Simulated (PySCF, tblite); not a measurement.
# C2H11FSSi4: geometry, infrared bands and NMR shifts

Wanted: the infrared bands and NMR shifts of C2H11FSSi4 (`F[C@@H]([SiH3])[C@H]1[SiH2][SiH2]S[SiH2]1`), by calculation.

The runs use tblite 0.8.0 and PySCF 2.14.0, with density-fitted response routines of our own; the level of theory stands in each step. All values are computed, except where a source is named. Atoms count from 0, in the outputs and in this text.

## Step 1: The starting structure

19 atoms, charge 0, multiplicity 1; geometry from: force field or distance geometry start.

Bonds of the start (Å): F0–C1 1.36, C1–Si2 1.86, C1–C3 1.54, C3–Si4 1.88, Si4–Si5 2.31, Si5–S6 2.15, S6–Si7 2.15, Si7–C3 1.91, C1–H8 1.11, Si2–H9 1.48, Si2–H10 1.50, Si2–H11 1.49, C3–H12 1.10, Si4–H13 1.49, Si4–H14 1.49, Si5–H15 1.49, Si5–H16 1.48, Si7–H17 1.49, Si7–H18 1.48.

## Step 2: Geometry optimisation with GFN2-xTB

The job: settings as JSON, then the geometry in Å.

```
{"job": {"kind": "relax", "xc": "GFN2-xTB", "basis": "xTB"}, "charge": 0, "multiplicity": 1}
F     -1.496000     1.436500     0.863400
C     -1.538400     0.095900     0.637500
Si    -2.927300    -0.283100    -0.539800
C     -0.120900    -0.375500     0.263000
Si     0.758000     0.531300    -1.126300
Si     2.996300     0.055900    -0.793900
S      3.015200    -1.027500     1.060800
Si     1.138200    -0.181600     1.682600
H     -1.820300    -0.367600     1.602700
H     -3.000700    -1.745900    -0.784400
H     -4.247000     0.145600     0.018500
H     -2.728700     0.389500    -1.850000
H     -0.158700    -1.448600     0.026100
H      0.507900     1.994200    -1.064200
H      0.263400     0.018700    -2.433900
H      3.802700     1.295600    -0.621100
H      3.552100    -0.812500    -1.856500
H      0.651100    -0.948700     2.858300
H      1.343500     1.237200     2.049600
```

Started as:

```bash
$ OMP_NUM_THREADS=1 python probes_run.py task.json out
```

The driver reads the jobs from task.json and runs them one after another.

The log of the run:

```text
step      E/eV     max force
  0    -675.14728    2.114
  1    -675.28728    0.785
  2    -675.32968    0.325
  3    -675.34375    0.366
  4    -675.36448    0.394
  5    -675.38265    0.416
  6    -675.39753    0.293
  7    -675.40649    0.180
  8    -675.41205    0.168
  9    -675.41666    0.170
 10    -675.42118    0.152
 11    -675.42477    0.160
 12    -675.42798    0.122
 13    -675.43131    0.129
 14    -675.43429    0.123
 15    -675.43640    0.109
 16    -675.43760    0.074
 17    -675.43838    0.068
 18    -675.43922    0.089
 19    -675.44034    0.133
 20    -675.44177    0.152
 21    -675.44347    0.136
 22    -675.44541    0.146
 23    -675.44760    0.127
 24    -675.45000    0.147
 25    -675.45226    0.157
 26    -675.45383    0.108
 27    -675.45497    0.094
 28    -675.45623    0.123
 29    -675.45779    0.130
 30    -675.45950    0.111
 31    -675.46095    0.085
 32    -675.46194    0.056
 33    -675.46266    0.078
 34    -675.46333    0.066
 35    -675.46401    0.068
 36    -675.46476    0.075
 37    -675.46552    0.079
 38    -675.46610    0.051
 39    -675.46640    0.033
 40    -675.46656    0.031
 41    -675.46672    0.032
 42    -675.46697    0.048
 43    -675.46731    0.051
 44    -675.46764    0.038
 45    -675.46787    0.032
 46    -675.46803    0.028
 47    -675.46819    0.034
 48    -675.46834    0.032
 49    -675.46846    0.021
 50    -675.46854    0.019
 51    -675.46860    0.022
 52    -675.46868    0.023
 53    -675.46878    0.023
 54    -675.46889    0.026
 55    -675.46902    0.029
 56    -675.46916    0.027
 57    -675.46928    0.022
 58    -675.46936    0.017
 59    -675.46941    0.017
 60    -675.46948    0.022
 61    -675.46958    0.033
 62    -675.46970    0.032
 63    -675.46979    0.023
 64    -675.46985    0.016
 65    -675.46990    0.016
 66    -675.46996    0.023
 67    -675.47004    0.026
 68    -675.47010    0.021
 69    -675.47014    0.013
 70    -675.47017    0.012
 71    -675.47020    0.015
 72    -675.47024    0.016
 73    -675.47027    0.013
 74    -675.47030    0.014
 75    -675.47033    0.013
 76    -675.47037    0.013
 77    -675.47039    0.011
 78    -675.47042    0.013
 79    -675.47043    0.011
 80    -675.47044    0.009
```

Run time: 0.87 s. Hardware: 1 thread of Arm Neoverse V2, shared host; peak memory 0.18 GiB.

Along the way: (not every step is listed)

| step | energy from step 0 (eV) | largest force (eV/Å) |
| --- | --- | --- |
| 0 | 0.0000 | 2.1141 |
| 1 | -0.1400 | 0.7846 |
| 2 | -0.1824 | 0.3249 |
| 3 | -0.1965 | 0.3656 |
| 4 | -0.2172 | 0.3943 |
| 5 | -0.2354 | 0.4159 |
| 6 | -0.2502 | 0.2927 |
| 7 | -0.2592 | 0.1805 |
| 8 | -0.2648 | 0.1679 |
| 14 | -0.2870 | 0.1234 |
| 20 | -0.2945 | 0.1524 |
| 26 | -0.3066 | 0.1084 |
| 32 | -0.3147 | 0.0557 |
| 38 | -0.3188 | 0.0510 |
| 44 | -0.3204 | 0.0377 |
| 50 | -0.3213 | 0.0193 |
| 56 | -0.3219 | 0.0273 |
| 62 | -0.3224 | 0.0320 |
| 68 | -0.3228 | 0.0211 |
| 74 | -0.3230 | 0.0137 |
| 75 | -0.3230 | 0.0133 |
| 76 | -0.3231 | 0.0133 |
| 77 | -0.3231 | 0.0112 |
| 78 | -0.3231 | 0.0127 |
| 79 | -0.3231 | 0.0114 |
| 80 | -0.3232 | 0.0088 |

Distances of close pairs at the start and the end, largest changes first:

| bond | before (Å) | after (Å) | change (Å) |
| --- | --- | --- | --- |
| C1–Si2 | 1.860 | 1.922 | +0.063 |
| C3–Si4 | 1.877 | 1.923 | +0.045 |
| F0–C1 | 1.360 | 1.397 | +0.037 |
| Si2–H10 | 1.496 | 1.461 | -0.035 |
| Si7–H17 | 1.486 | 1.458 | -0.028 |
| Si5–H15 | 1.489 | 1.462 | -0.027 |
| Si2–H11 | 1.486 | 1.460 | -0.026 |
| Si5–S6 | 2.148 | 2.171 | +0.023 |

The next job starts from the end point, and lists it.

## Step 3: Harmonic vibrations with GFN2-xTB

The job: settings as JSON, then the geometry in Å.

```
{"job": {"kind": "ir", "xc": "GFN2-xTB", "basis": "xTB"}, "charge": 0, "multiplicity": 1}
F     -1.436774     1.484836     0.901462
C     -1.486335     0.108317     0.668672
Si    -2.885113    -0.222435    -0.607754
C     -0.091897    -0.379048     0.299349
Si     0.692680     0.485819    -1.228368
Si     2.957330     0.116589    -0.903420
S      3.063427    -0.640561     1.128933
Si     1.068261    -0.236899     1.814308
H     -1.775059    -0.318970     1.640045
H     -2.912167    -1.668539    -0.834794
H     -4.136470     0.236070    -0.008661
H     -2.586259     0.512668    -1.833020
H     -0.188186    -1.443634     0.060257
H      0.318934     1.901875    -1.222093
H      0.149214    -0.124825    -2.450968
H      3.833339     1.286297    -0.926077
H      3.600517    -0.928876    -1.694029
H      0.776403    -1.264602     2.806966
H      1.028350     1.105168     2.381732
```

The log of the run:

```text
mode    cm-1     km/mol
  1      41.3      1.24
  2      45.1      2.11
  3      61.4      4.41
  4     103.4      0.83
  5     122.1      0.79
  6     170.9      5.15
  7     176.5      3.80
  8     205.7      4.00
  9     246.7      3.82
 10     294.9      4.65
 11     341.7     28.56
 12     423.3     34.56
 13     429.7     21.54
 14     447.3     18.77
 15     457.8     67.32
 16     486.2      4.64
 17     490.1     21.11
 18     524.3     12.51
 19     545.0      3.82
 20     552.6     92.97
 21     558.5     13.12
 22     590.1     32.83
 23     600.1    154.72
 24     677.6    247.03
 25     685.3     34.94
 26     698.9    283.39
 27     737.3    680.65
 28     756.0     98.87
 29     768.2    310.84
 30     774.5     72.88
 31     775.0    245.00
 32     780.0    256.56
 33     805.3    133.72
 34     817.9     60.38
 35     953.4     66.44
 36    1056.2     29.47
 37    1074.0     19.52
 38    1208.0     34.26
 39    1237.0     19.59
 40    1297.4      6.05
 41    2187.5    255.41
 42    2243.1     41.99
 43    2256.2    302.52
 44    2269.4    278.50
 45    2276.8    195.26
 46    2295.2    291.84
 47    2301.7    246.35
 48    2305.8    446.95
 49    2319.8    183.50
 50    2861.3     59.97
 51    2910.3     29.82
```

Wall time 1.1 s (1 thread of Arm Neoverse V2, shared host); peak memory 0.18 GiB.

Which atoms move in the most intense modes:

| cm⁻¹ | km/mol | atoms |
| --- | --- | --- |
| 699 | 283.4 | C1 19 %, H18 17 %, H17 16 % |
| 737 | 680.6 | C1 16 %, H18 13 %, Si7 12 %, H17 12 % |
| 768 | 310.8 | H17 46 %, H18 43 % |
| 780 | 256.6 | H11 42 %, H10 38 % |
| 2256 | 302.5 | H15 63 %, H13 23 % |
| 2269 | 278.5 | H9 92 % |
| 2295 | 291.8 | H10 96 % |
| 2306 | 446.9 | H11 82 % |

## Step 4: NMR shieldings: PBE0/pcSseg-1

The job, as its differences from that of step 3:

```diff
@@ -1,2 +1,2 @@
-{"job": {"kind": "ir", "xc": "GFN2-xTB", "basis": "xTB"}, "charge": 0, "multiplicity": 1}
+{"job": {"kind": "nmr", "xc": "PBE0", "basis": "pcSseg-1"}, "charge": 0, "multiplicity": 1}
 F     -1.436774     1.484836     0.901462
```

With the program's defaults for keys left out, this is: GIAO PBE0/pcSseg-1 NMR shielding, non-relativistic, gas phase.

The log of the run:

```text
coarse grid: 18200 points
cycle   1  E = -1737.8619626183  dE =  5.229e-01  |g| = 5.366e-01  |ddm| = 4.035e+00
cycle   2  E = -1737.8268297249  dE =  3.513e-02  |g| = 7.199e-01  |ddm| = 1.192e+00
cycle   3  E = -1737.9218717646  dE = -9.504e-02  |g| = 6.309e-02  |ddm| = 6.892e-01
cycle   4  E = -1737.9222673217  dE = -3.956e-04  |g| = 3.570e-02  |ddm| = 7.267e-02
cycle   5  E = -1737.9225448134  dE = -2.775e-04  |g| = 5.930e-03  |ddm| = 3.939e-02
cycle   6  E = -1737.9225520044  dE = -7.191e-06  |g| = 2.456e-03  |ddm| = 9.863e-03
final grid: 152568 points
cycle   7  E = -1737.9754543850  dE = -2.189e-05  |g| = 1.024e-02  |ddm| = 2.933e-02
cycle   8  E = -1737.9754199479  dE =  3.444e-05  |g| = 1.561e-02  |ddm| = 2.859e-02
cycle   9  E = -1737.9754800926  dE = -6.014e-05  |g| = 9.021e-04  |ddm| = 1.703e-02
cycle  10  E = -1737.9754802066  dE = -1.140e-07  |g| = 3.100e-04  |ddm| = 1.112e-03
cycle  11  E = -1737.9754802266  dE = -1.999e-08  |g| = 5.400e-05  |ddm| = 4.299e-04
cycle  12  E = -1737.9754802272  dE = -6.194e-10  |g| = 2.125e-05  |ddm| = 7.718e-05
converged SCF energy = -1737.9754802272

GIAO shielding tensors (ppm)
atom      isotropic    diamagn.    paramagn.     s11        s22        s33       span
  0 F      403.704     477.079     -73.375    359.697    393.163    458.251     98.553
  1 C      100.313     244.378    -144.065     53.193     79.693    168.051    114.858
  2 Si     418.191     879.698    -461.507    393.540    403.825    457.209     63.669
  3 C      163.392     258.733     -95.341    142.289    153.674    194.213     51.924
  4 Si     431.546     881.876    -450.330    397.817    424.409    472.413     74.597
  5 Si     393.627     879.669    -486.041    339.390    378.352    463.140    123.750
  6 S      822.020    1059.515    -237.495    729.037    839.739    897.285    168.248
  7 Si     363.867     880.308    -516.440    296.534    371.980    423.089    126.554
  8 H       26.269      30.744      -4.474     23.402     26.594     28.812      5.410
  9 H       27.964      29.185      -1.221     24.455     26.472     32.964      8.509
 10 H       27.615      28.352      -0.737     24.028     25.364     33.453      9.425
 11 H       27.653      29.173      -1.520     23.768     28.003     31.187      7.419
 12 H       30.714      34.887      -4.173     26.616     29.603     35.925      9.309
 13 H       27.480      30.262      -2.781     23.459     26.475     32.508      9.049
 14 H       27.517      30.356      -2.839     23.150     26.061     33.339     10.189
 15 H       26.758      28.320      -1.562     22.310     24.422     33.542     11.233
 16 H       26.791      28.606      -1.815     22.498     24.393     33.483     10.985
 17 H       26.567      29.456      -2.889     22.146     24.835     32.720     10.574
 18 H       26.621      29.704      -3.083     21.897     25.813     32.154     10.256
```

Wall time 59 s (1 thread of Arm Neoverse V2, shared host); peak memory 1 GiB.

The references, computed at this level on geometries of the same kind, shield at (ppm): 1H TMS 31.72, 13C TMS 186.9, 29Si TMS 349.2, 19F CFCl3 170.9, 33S CS2 504. Their shielding less the atom's gives the shift. The references are single molecules in the gas phase, so shifts against H2O, NH3, PH3, H3PO4 or CFCl3 are not on the usual liquid scales and can be off by tens of ppm. Atoms listed in one row are averaged.

| atoms | environment | σ (ppm) | δ (ppm) | δ scaled to CDCl3 |
| --- | --- | --- | --- | --- |
| C1 | sp3 CH bonded to F and Si | 100.3 | 86.6 | 82.6 |
| C3 | sp3 CH bonded to 2 Si | 163.4 | 23.5 | 21.1 |
| H8 | hydrogen on an sp3 CH bonded to F and Si | 26.27 | 5.45 | 5.24 |
| H17 | hydrogen on a silicon bonded to C, S, in a 5-membered ring | 26.57 | 5.15 | – |
| H18 | hydrogen on a silicon bonded to C, S, in a 5-membered ring | 26.62 | 5.10 | – |
| H15 | hydrogen on a silicon bonded to S, Si, in a 5-membered ring | 26.76 | 4.96 | – |
| H16 | hydrogen on a silicon bonded to S, Si, in a 5-membered ring | 26.79 | 4.93 | – |
| H13 | hydrogen on a silicon bonded to C, Si, in a 5-membered ring | 27.48 | 4.24 | – |
| H14 | hydrogen on a silicon bonded to C, Si, in a 5-membered ring | 27.52 | 4.20 | – |
| H9, H10, H11 | hydrogen on a silicon bonded to C | 27.74 | 3.97 | – |
| H12 | hydrogen on an sp3 CH bonded to 2 Si | 30.71 | 1.00 | 1.05 |
| F0 | fluorine on an sp3 carbon | 403.7 | -232.8 | – |
| Si7 | silicon bonded to C, S, 2 H, in a 5-membered ring | 363.9 | -14.7 | – |
| Si5 | silicon bonded to S, Si, 2 H, in a 5-membered ring | 393.6 | -44.5 | – |
| Si2 | silicon bonded to C, 3 H | 418.2 | -69.0 | – |
| Si4 | silicon bonded to C, Si, 2 H, in a 5-membered ring | 431.5 | -82.4 | – |
| S6 | sulfur bonded to 2 Si, in a 5-membered ring | 822 | -318 | – |

The scaled column applies a straight-line fit of computed shieldings to shifts measured in CDCl3, with any fitted terms for Cl, Br or S neighbours, and one for carbons that bear F (root-mean-square error 0.16 ppm for H, 1.9 ppm for C).

Charges from the same density, by scheme (e):

| atoms | Mulliken | IAO | Hirshfeld | ESP fit |
| --- | --- | --- | --- | --- |
| F0 | -0.34 | -0.33 | -0.11 | -0.20 |
| C1 | -0.04 | -0.07 | -0.02 | 0.04 |
| Si2 | 0.51 | 0.59 | 0.31 | 0.32 |
| C3 | -0.84 | -0.65 | -0.20 | -0.49 |
| Si4 | 0.31 | 0.43 | 0.24 | 0.11 |
| Si5 | 0.32 | 0.39 | 0.23 | 0.37 |
| S6 | -0.53 | -0.43 | -0.19 | -0.38 |
| Si7 | 0.63 | 0.69 | 0.30 | 0.37 |

Mayer bond orders: F0–C1 0.83, C1–Si2 0.87, C1–C3 0.99, C3–Si4 0.85, Si4–Si5 0.90, Si5–S6 0.93, S6–Si7 0.97, Si7–C3 0.86.

Ring of atoms C3, Si4, Si5, S6, Si7: NICS(0) -4.8, NICS(1) -3.6, NICS(1)zz 0.6 ppm (means of both faces).

The fields below are evaluated on a grid from the run's orbitals.

Frontier orbitals at PBE0/pcSseg-1, with the share of their density that lies nearest to each atom:

| orbital | energy (eV) | lies on |
| --- | --- | --- |
| HOMO | -7.16 | S6 72 % |
| LUMO | -0.73 | Si5 22 %; S6 14 %; Si4 13 % |

ELF in a plane through or near 6 of the atoms.

Ten even steps from ' ' (0.00) to '@' (1.00):
```
                                                        
                                                        
                                                        
                      ......                            
            ....    ..--==--..                          
        ..==++++::..::..::--..  ::%%##::                
        ==##%%%%****::++==....  %%@@@@##                
        ==##@@%%%%%%==--::++--::%%@@@@==    ::..        
        ::++%%%%##++==--##%%**##::--**--..**@@@@==      
            ==####--  ..++**++%%--**@@****@@@@@@@@..    
        ..--==....==**==**@@%%--==%%++....@@@@@@@@::    
        ++%%==--====@@..++..++..  --::....**@@@@++      
        ==####....%%@@::%%::::..  %%@@@@%%==::..        
        ..::--::--####::::##%%::  @@@@@@@@**            
                ....::--##@@@@--  **@@@@@@++            
                      ..++%%%%..    ++##==              
                          ::..                          
                                                        
                                                        
                                                        
```
The map spans 13.5 Å across and 11.1 Å up, centred on the molecule. Atoms in the plane (x, y in Å): C1 (1.5, 0.6), Si4 (-0.7, -1.3), Si7 (-1.1, 1.8), H8 (1.8, 1.7), H10 (4.1, -0.1), H11 (2.6, -1.9).

On the surface of density 0.002 e/bohr³ the electrostatic potential runs, from the 1st to the 99th percentile, from -0.98 V near S6 to 1.41 V near Si5.

## Step 5: What came out

```
                                                              quantity                                                     value
                             strongest single infrared mode (GFN2-xTB)                                      737 cm⁻¹, 681 km/mol
                                          zero-point energy (GFN2-xTB)                                             70.4 kcal/mol
                                13C shifts against TMS (PBE0/pcSseg-1)                                            86.6, 23.5 ppm
1H shifts against TMS (PBE0/pcSseg-1, means over atoms taken as alike)  5.45, 5.15, 5.10, 4.96, 4.93, 4.24, 4.20, 3.97, 1.00 ppm
                              19F shifts against CFCl3 (PBE0/pcSseg-1)                                                -232.8 ppm
                               29Si shifts against TMS (PBE0/pcSseg-1)                            -14.7, -44.5, -69.0, -82.4 ppm
                                33S shifts against CS2 (PBE0/pcSseg-1)                                                  -318 ppm
                                 surface potential, 1st and 99th percentile                                        -0.98 V and 1.41 V
```

In words: Over 80 steps the energy fell by 0.323 eV; of the close pairs, C1–Si2 changed most, 1.860 to 1.922 Å. No mode is imaginary among the 51: a minimum at this level. The strongest single mode, at 737 cm⁻¹, has its largest shares on C1, H18, Si7 and H17 (the list is cut at 4 atoms). GFN2-xTB is a fitted tight-binding method: band positions and strengths are rough. Its intensities can rank the bands wrongly. The most deshielded carbon is C1 (sp3 CH bonded to F and Si), at 86.6 ppm: pulled downfield by the heteroatom. The most deshielded hydrogen is H8 (hydrogen on an sp3 CH bonded to F and Si), at 5.45 ppm: its carbon carries F, which withdraws density. At PBE0/pcSseg-1: Shielding is most anisotropic at S6 (span 168 ppm, paramagnetic term -237 ppm). By nearest atom (PBE0/pcSseg-1), the HOMO sits on S6 72 % and the LUMO on Si5 22 %; S6 14 %.
